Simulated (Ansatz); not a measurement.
WO2F2 in a box, plane waves

Ansatz 0.2.0, DFT PBE, spin-orbit coupling, plane waves, PAW, molecule in a box. The geometry was relaxed with Gaussian bases (r2SCAN; W def2-SVP with ECP60, O def2-SVP, F def2-SVP).

```yaml
crystal:
  lattice:
    - [11.22, 0.0, 0.0]
    - [0.0, 11.22, 0.0]
    - [0.0, 0.0, 11.02]
  atoms:
    - { symbol: W, position: [0.50015775, 0.50015775, 0.49878312] }
    - { symbol: O, position: [0.58582086, 0.58582086, 0.59209074] }
    - { symbol: O, position: [0.41449376, 0.41449376, 0.59209074] }
    - { symbol: F, position: [0.5992451, 0.40106952, 0.40834846] }
    - { symbol: F, position: [0.40106952, 0.5992451, 0.40834846] }
basis:
  ecutwfc: 420
  ecutrho_ratio: 4
kpoints:
  mp_grid: { grid: [1, 1, 1] }
hamiltonian:
  xc: pbe
scf:
  occupations: { method: gaussian, width: 0.01 }
output:
  forces: true
  eigenvalues: true
  populations: true
  write_density: true
  write_potential: true
  elf: true
  volumetric_format: npy
magnetization:
  noncollinear: true
  spin_orbit: true
```

Command:
```sh
ansatz run input.yaml --threads 2 --pin off --max-ram 5120MiB --backend cpu --events-out ev --progress --plain --runs-dir out
```
It took 13 s on 2 threads of Arm Neoverse V2, with other jobs on the host, peak memory 1.7 GiB.

Task: How does the SCF go?

Result: 
```
SCF iter   1: F=—  HF=-13167.921392 eV  |F-HF|=—  |Δ(HF+E_count)|=         —  Δρ=4.02e-2
preconditioner: auto → Resta (q_TF=auto, 1.511 Å⁻¹)  ε∞=1.2  [insulator: Δε(μ)=8.042 eV  Ē_g=10.512 eV  σ=0.010 eV  W_gap=1.00  n_
spin=Noncollinear: Resta preconditioning applied to the charge; magnetization (m_x, m_y, m_z) channels mix plain (no charge-respon
SCF iter   2: F=—  HF=-13162.392256 eV  |F-HF|=—  |Δ(HF+E_count)|=    5.53e0  Δρ=1.83e-2
SCF iter   3: F=—  HF=-13161.820898 eV  |F-HF|=—  |Δ(HF+E_count)|=   5.71e-1  Δρ=8.10e-3
...
SCF iter   5: F=—  HF=-13161.706715 eV  |F-HF|=—  |Δ(HF+E_count)|=   2.71e-2  Δρ=1.35e-3
SCF iter   6: F=—  HF=-13161.704008 eV  |F-HF|=—  |Δ(HF+E_count)|=   2.71e-3  Δρ=3.01e-4
SCF iter   7: F=—  HF=-13161.704130 eV  |F-HF|=—  |Δ(HF+E_count)|=   1.22e-4  Δρ=7.46e-5
SCF iter   8: F=—  HF=-13161.703835 eV  |F-HF|=—  |Δ(HF+E_count)|=   2.95e-4  Δρ=1.38e-5
SCF iter   9: F=-13161.703835 eV  HF=-13161.703835 eV  |F-HF|=5.07e-9  |Δ(HF+E_count)|=   2.04e-7  Δρ=2.05e-6
```

Task: Which levels lie next to the highest filled one (eV, counted from it)?

Result: Filled: -2.03, -2.03, -1.41, -1.41, -1.34, -1.34, -1.05, -1.05, 0.00, 0.00. Empty: 4.57, 4.57, 5.03, 5.03, 6.04, 6.04, 6.30, 6.30.

Task: What forces are left at this geometry, relaxed with Gaussian bases (eV/Å)?

Result: 
```
W    0.00  0.00 -0.20
O    0.17  0.17  0.10
O   -0.17 -0.17  0.10
F   -0.04  0.04  0.00
F    0.04 -0.04  0.00
```

The forces come from the other functional as well as from the basis.

No frequency check is given that shows the relaxed geometry to be a minimum.
